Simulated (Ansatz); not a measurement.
**C2HCl2F3 (SMILES FC(F)(F)C(Cl)Cl): a chain of runs**

Wanted: a series of 14 runs (HF/STO-3G, UHF/STO-3G, HF/3-21G, UHF/3-21G, HF/6-31G*, B3LYP/6-31G*, PBE/def2-SVP) of C2HCl2F3. 

The results are computed with Ansatz 0.2.0.

**1. The molecule**

C2HCl2F3 has 8 atoms, charge 0, and is taken as a singlet. SMILES: `FC(F)(F)C(Cl)Cl`. The shape is that of a PBE0-D4/def2-TZVP optimisation. The run starts from this shape.

Bond lengths: F1–C2 1.332 Å, C2–F3 1.332 Å, C2–F4 1.325 Å, C2–C5 1.533 Å, C5–Cl6 1.757 Å, C5–Cl7 1.757 Å, C5–H8 1.088 Å. Some angles: F1–C2–F3 107.8°, F1–C2–F4 108.6°, F1–C2–C5 109.7°, F3–C2–F4 108.6°, F3–C2–C5 109.7°, F4–C2–C5 112.5°, C2–C5–Cl6 110.2°, C2–C5–Cl7 110.2°, Cl6–C5–Cl7 112.2°, C2–C5–H8 107.9°.

**2. A structure relaxation at HF/STO-3G (start density atoms) (run 1)**

Contents of molecule.yaml:

```yaml
crystal:
  periodic: [false, false, false]
  atoms:
    - {symbol: F, position_ang: [-0.219880, -1.335100, 1.156620]}
    - {symbol: C, position_ang: [0.179750, -0.765020, 0.020570]}
    - {symbol: F, position_ang: [1.491790, -0.966290, -0.095440]}
    - {symbol: F, position_ang: [-0.429870, -1.366410, -0.989900]}
    - {symbol: C, position_ang: [-0.109700, 0.739490, 0.067610]}
    - {symbol: Cl, position_ang: [-1.826720, 1.018760, 0.311060]}
    - {symbol: Cl, position_ang: [0.489820, 1.517250, -1.388840]}
    - {symbol: H, position_ang: [0.424790, 1.157290, 0.918320]}
basis:
  gaussian:
    orbitals: STO-3G
hamiltonian:
  xc: hf
relax:
  f_tol: 0.002
output: {orbitals: {seedname: orbitals}}
```

Run with:

```
$ ansatz run molecule.yaml --threads 1 --pin off --max-ram 3480MiB --events-out events.jsonl --progress --plain --runs-dir runs
```

The log of the run:

```text
Warning: RAYON_NUM_THREADS=1 ignored (pool sized by the plan → 1); use --threads N
The last accepted step is kept in runs//last_step.txt (removed where the run ends without a failure and the disk answers)
[... 43 lines left out ...]
Total energy: -34794.37896119 eV, -1278.6698423465 hartree
[... 8 lines left out ...]
Dipole moment:     0.217582    -0.032303     0.287242 e Å
```

Wall time 8.1 s (1 thread of Arm Neoverse V1, shared host); peak memory 0.11 GiB.

The path in brief:

```
step  energy from the first frame kept (eV)  largest force (eV/Å)
   1                                 0.0000                3.0531
   2                                -0.3120                0.5413
   3                                -0.3279                0.0616
   4                                -0.3281                0.0321
   5                                -0.3282                0.0019
```

After the run. Bond lengths: F1–C2 1.370 Å, C2–F3 1.370 Å, C2–F4 1.367 Å, C2–C5 1.593 Å, C5–Cl6 1.806 Å, C5–Cl7 1.806 Å, C5–H8 1.095 Å. Some angles: F1–C2–F3 108.8°, F1–C2–F4 109.0°, F1–C2–C5 109.5°, F3–C2–F4 109.0°, F3–C2–C5 109.4°, F4–C2–C5 111.0°, C2–C5–Cl6 109.6°, C2–C5–Cl7 109.6°, Cl6–C5–Cl7 112.1°, C2–C5–H8 109.6°.

**3. The harmonic vibrations at HF/STO-3G (start density atoms) (run 2)**

Contents of input.yaml:

```yaml
crystal:
  periodic: [false, false, false]
  atoms:
    - {symbol: F, position_ang: [-0.229549, -1.382112, 1.192916]}
    - {symbol: C, position_ang: [0.192596, -0.797711, 0.028431]}
    - {symbol: F, position_ang: [1.540611, -1.000963, -0.103158]}
    - {symbol: F, position_ang: [-0.451870, -1.384898, -1.024451]}
    - {symbol: C, position_ang: [-0.105299, 0.766113, 0.081374]}
    - {symbol: Cl, position_ang: [-1.874829, 1.037627, 0.319543]}
    - {symbol: Cl, position_ang: [0.505979, 1.550178, -1.426361]}
    - {symbol: H, position_ang: [0.422341, 1.211736, 0.931705]}
basis:
  gaussian:
    orbitals: STO-3G
hamiltonian:
  xc: hf
phonons:
  temperatures: {t_min: 298.15, t_max: 298.15, t_step: 1}
```

Run with:

```
$ ansatz run input.yaml --threads 1 --pin off --max-ram 3480MiB --events-out events.jsonl --progress --plain --runs-dir runs
```

The log of the run:

```text
Warning: RAYON_NUM_THREADS=1 ignored (pool sized by the plan → 1); use --threads N
[... 260 lines left out ...]
Total energy: -34794.37895252 eV, -1278.6698420280 hartree
[... 8 lines left out ...]
Dipole moment:     0.217583    -0.032303     0.287242 e Å
Vibrations: 44.97 159.54 198.32 259.58 360.21 393.15 507.05 551.94 666.01 847.82 991.11 1060.33 1312.24 1426.68 1437.28 1529.49 1578.90 3647.47 cm⁻¹, zero-point energy 1.052136 eV
```

Wall time 51 s (1 thread of Arm Neoverse V1, shared host); peak memory 0.11 GiB.

Runs 3 to 12 aren't shown in full; the table further down has their settings and results.

**4. A geometry optimisation at PBE/def2-SVP (start density atoms) (run 13)**

Contents of input.yaml:

```yaml
crystal:
  periodic: [false, false, false]
  atoms:
    - symbol: F
      position_ang: [-0.219880, -1.335100, 1.156620]
    - symbol: C
      position_ang: [0.179750, -0.765020, 0.020570]
    - symbol: F
      position_ang: [1.491790, -0.966290, -0.095440]
    - symbol: F
      position_ang: [-0.429870, -1.366410, -0.989900]
    - symbol: C
      position_ang: [-0.109700, 0.739490, 0.067610]
    - symbol: Cl
      position_ang: [-1.826720, 1.018760, 0.311060]
    - symbol: Cl
      position_ang: [0.489820, 1.517250, -1.388840]
    - symbol: H
      position_ang: [0.424790, 1.157290, 0.918320]
basis:
  gaussian: {orbitals: def2-SVP}
relax: {f_tol: 0.002}
output: {orbitals: {seedname: orbitals}}
hamiltonian: {xc: {name: PBE}}
```

Run with:

```
$ ansatz run input.yaml --threads 1 --pin off --max-ram 3480MiB --events-out events.jsonl --progress --plain --runs-dir runs
```

The log of the run:

```text
Warning: RAYON_NUM_THREADS=1 ignored (pool sized by the plan → 1); use --threads N
The last accepted step is kept in runs//last_step.txt (removed where the run ends without a failure and the disk answers)
[... 17 lines left out ...]
1208 factors; their error is unknown
[... 5 lines left out ...]
1208 factors; their error is unknown
[... 5 lines left out ...]
1208 factors; their error is unknown
[... 6 lines left out ...]
1208 factors; their error is unknown
[... 5 lines left out ...]
1208 factors; their error is unknown
[... 4 lines left out ...]
1208 factors; their error is unknown
[... 4 lines left out ...]
Total energy: -35250.18316803 eV, -1295.4203379928 hartree
[... 8 lines left out ...]
Dipole moment:     0.086416     0.168374     0.167369 e Å
```

It took 31 s on 1 thread of Arm Neoverse V1, shared host; peak memory 0.15 GiB.

Step by step:

```
step  energy from the first frame kept (eV)  largest force (eV/Å)
   1                                 0.0000                0.8307
   2                                -0.0368                0.3238
   3                                -0.0444                0.0777
   4                                -0.0445                0.0232
   5                                -0.0445                0.0159
   6                                -0.0445                0.0019
```

After the run. Bond lengths: F1–C2 1.348 Å, C2–F3 1.348 Å, C2–F4 1.339 Å, C2–C5 1.546 Å, C5–Cl6 1.782 Å, C5–Cl7 1.782 Å, C5–H8 1.106 Å. Some angles: F1–C2–F3 108.0°, F1–C2–F4 108.7°, F1–C2–C5 109.5°, F3–C2–F4 108.7°, F3–C2–C5 109.5°, F4–C2–C5 112.2°, C2–C5–Cl6 110.2°, C2–C5–Cl7 110.2°, Cl6–C5–Cl7 112.4°, C2–C5–H8 108.2°.

**5. The harmonic vibrations at PBE/def2-SVP (start density atoms) (run 14)**

Contents of job.yaml:

```yaml
crystal:
  periodic: [false, false, false]
  atoms:
    - {symbol: F, position_ang: [-0.223722, -1.347636, 1.171260]}
    - {symbol: C, position_ang: [0.181960, -0.774516, 0.020736]}
    - {symbol: F, position_ang: [1.509592, -0.974369, -0.098533]}
    - {symbol: F, position_ang: [-0.436974, -1.378911, -1.001794]}
    - {symbol: C, position_ang: [-0.110506, 0.742696, 0.067434]}
    - {symbol: Cl, position_ang: [-1.852041, 1.026940, 0.317332]}
    - {symbol: Cl, position_ang: [0.501335, 1.533629, -1.407787]}
    - {symbol: H, position_ang: [0.430336, 1.172136, 0.931352]}
basis:
  gaussian:
    orbitals: def2-SVP
hamiltonian:
  xc: pbe
phonons:
  temperatures:
    t_min: 298.15
    t_max: 298.15
    t_step: 1
```

Run with:

```
$ ansatz run job.yaml --threads 1 --pin off --max-ram 3480MiB --events-out events.jsonl --progress --plain --runs-dir runs
```

The log of the run:

```text
Warning: RAYON_NUM_THREADS=1 ignored (pool sized by the plan → 1); use --threads N
[... 37 lines left out ...]
1208 factors; their error is unknown
[... 46 lines left out ...]
1208 factors; their error is unknown
[... 45 lines left out ...]
1208 factors; their error is unknown
[... 46 lines left out ...]
1208 factors; their error is unknown
[... 46 lines left out ...]
1208 factors; their error is unknown
[... 9 lines left out ...]
1208 factors; their error is unknown
[... 4 lines left out ...]
1208 factors; their error is unknown
[... 5 lines left out ...]
1208 factors; their error is unknown
[... 4 lines left out ...]
1208 factors; their error is unknown
[... 4 lines left out ...]
1208 factors; their error is unknown
[... 4 lines left out ...]
1208 factors; their error is unknown
[... 12 lines left out ...]
Dipole moment:     0.086416     0.168374     0.167367 e Å
Vibrations: 64.14 176.56 202.51 250.47 342.22 366.29 510.34 541.46 655.21 746.29 790.21 854.83 1115.56 1160.85 1192.03 1251.64 1284.39 3066.40 cm⁻¹, zero-point energy 0.903312 eV
```

Run time: 2.1 min. Hardware: 1 thread of Arm Neoverse V1, shared host; peak memory 0.15 GiB.

**6. All runs side by side**

```
run                                                    level         task  walk f tol  partner   energy (Eh)  dipole moment (D)  wall time
  1                          HF/STO-3G (start density atoms)     optimise       0.002     base  -1278.669842               1.74      8.1 s
  2                          HF/STO-3G (start density atoms)  frequencies           –     base  -1278.669842               1.74       51 s
  3                         UHF/STO-3G (start density atoms)       energy           –   cation  -1278.288961                  –      6.6 s
  4                         UHF/STO-3G (start density atoms)     optimise           –   cation  -1278.306276                  –       39 s
  5                           HF/3-21G (start density atoms)     optimise       0.002     base  -1287.187620               1.81       11 s
  6                           HF/3-21G (start density atoms)  frequencies           –     base  -1287.187620               1.81       56 s
  7                          UHF/3-21G (start density atoms)       energy           –   cation  -1286.759970                  –       14 s
  8                          UHF/3-21G (start density atoms)     optimise           –   cation  -1286.773182                  –       69 s
  9     HF/6-31G* (Cartesian functions, start density atoms)     optimise       0.002     base  -1293.595887               1.42       23 s
 10     HF/6-31G* (Cartesian functions, start density atoms)  frequencies           –     base  -1293.595887               1.42    2.4 min
 11  B3LYP/6-31G* (Cartesian functions, start density atoms)     optimise       0.002     base  -1296.722213               1.27       52 s
 12  B3LYP/6-31G* (Cartesian functions, start density atoms)  frequencies           –     base  -1296.722213               1.27      4 min
 13                       PBE/def2-SVP (start density atoms)     optimise       0.002     base  -1295.420338               1.21       31 s
 14                       PBE/def2-SVP (start density atoms)  frequencies           –     base  -1295.420338               1.21    2.1 min
```

**7. Results**

| quantity | value |
| --- | --- |
| run 14, PBE/def2-SVP: total energy | -1295.42034 Eh |
| run 14, PBE/def2-SVP: dipole moment | 1.21 D |
| run 14, PBE/def2-SVP: largest force on an atom | 0.002 eV/Å |
| run 14, PBE/def2-SVP: lowest harmonic wavenumber | 64 cm⁻¹ |
| run 14, PBE/def2-SVP: highest harmonic wavenumber | 3066 cm⁻¹ |
| run 14, PBE/def2-SVP: zero-point energy | 87.2 kJ/mol |
| vertical ionisation energy (to the doublet cation), HF/STO-3G | 10.364 eV |
| vertical ionisation energy (to the doublet cation), HF/3-21G | 11.637 eV |
| adiabatic ionisation energy (to the doublet cation, no zero-point term), HF/STO-3G | 9.893 eV |
| adiabatic ionisation energy (to the doublet cation, no zero-point term), HF/3-21G | 11.277 eV |

In words: At HF/STO-3G: removing an electron at fixed nuclei costs 10.36 eV (1000 kJ/mol). In a minimal basis such a difference can be off by several eV, whatever the method. At HF/3-21G: the vertical ionisation energy comes to 11.64 eV (268 kcal/mol). At HF/STO-3G: the adiabatic ionisation energy (to the doublet cation, no zero-point term) is 9.89 eV (228 kcal/mol). At HF/3-21G: the adiabatic ionisation energy (to the doublet cation, no zero-point term) is 11.28 eV (260 kcal/mol). Totals of different functionals can't be ranked against each other. In runs 1, 2, 3, 4 the basis is minimal, so the values are rough. All runs together took 15 min, the longest 4 min.
